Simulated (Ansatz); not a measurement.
This script makes relaxations under a series of pressures of W, space group Im-3m with Ansatz 0.2.0, Python API.

`compress_w.py`
```python
"""Volume and enthalpy of W against pressure."""

import ansatz as az
import numpy as np

FILLING = "Methfessel-Paxton"
SCF_TOL = 1e-10

def edges_and_angles(cell):
    cell = np.asarray(cell)
    a, b, c = np.linalg.norm(cell, axis=1)
    cosines = cell[1] @ cell[2] / (b * c), cell[0] @ cell[2] / (a * c), cell[0] @ cell[1] / (a * b)
    return (a, b, c, *np.degrees(np.arccos(cosines)))


def main() -> None:
    lattice = az.Lattice.of(
        [-1.58234, 1.58234, 1.58234],
        [1.58234, -1.58234, 1.58234],
        [1.58234, 1.58234, -1.58234],
    )
    sites = [
        ("W", [0.0, 0.0, 0.0]),
    ]
    material = az.Crystal(lattice=lattice)
    for symbol, position in sites:
        material = material.atom(symbol, position)

    model = (
        material.calculation()
        .functional(az.Functional.PBE)
        .pseudopotentials("paw")
        .kpoints(15)  # the mesh must be finer for metals
        .occupations(FILLING, width=50 * az.meV)
        .scf(tolerance=SCF_TOL)
    )

    # H = F + PV, with 1 GPa A^3 = 1/160.21766 eV
    rows = []
    for pressure in [0, 2, 4, 6, 8]:
        res = model.relax(cell=True, pressure=pressure, force_tolerance=0.03).run()
        cell = res.lattice.cell_ang
        n_atoms = len(res.lattice.sites)
        volume = abs(np.linalg.det(cell)) / n_atoms
        enthalpy = res.report["free_energy_ev"] / n_atoms + pressure * volume / 160.21766
        rows.append((pressure, volume, enthalpy, *edges_and_angles(cell)))
        print(f"{pressure} GPa done: {volume:.4f} A^3/atom")

    print(" P (GPa)  V (A^3/atom)  H (eV/atom)     a       b       c")
    for row in rows:
        print("{:8.1f} {:12.4f} {:14.5f} {:7.4f} {:7.4f} {:7.4f}".format(*row[:6]))
    p, v = np.array([row[0] for row in rows], float), np.array([row[1] for row in rows])
    print("mean bulk modulus between rows (GPa):", np.round(-np.diff(p) / np.diff(np.log(v)), 1))


if __name__ == "__main__":
    main()
```

From its runs, with one value withheld:

| P (GPa) | relaxed V (Å³/atom) |
| --- | --- |
| 0 | 16.142 |
| 2 | ? |
| 4 | 15.940 |
| 6 | 15.843 |
| 8 | 15.751 |

What volume does the cell relax to at 2 GPa?

Murnaghan's form V = V0 (1 + B' P / B0)^(-1/B') through the 4 rows shown gives V0 = 16.142 Å³, B0 = 305.8 GPa and B' = 5.12, and so 16.039 Å³ an atom at 2 GPa. The run gave 16.039 Å³, 0.00 % away.

Reading the output:
- At a fixed pressure a relaxation lowers the enthalpy F + PV, while F alone can rise.
- Spin-orbit coupling, which matters for elements this heavy, is left out.
- Symmetry holds the cell in this phase, whether or not it is the stable one at each pressure.
- Wall time of the script: 19 s on 1 thread of Arm Neoverse V2, with other jobs on the host, peak memory 0.38 GiB.
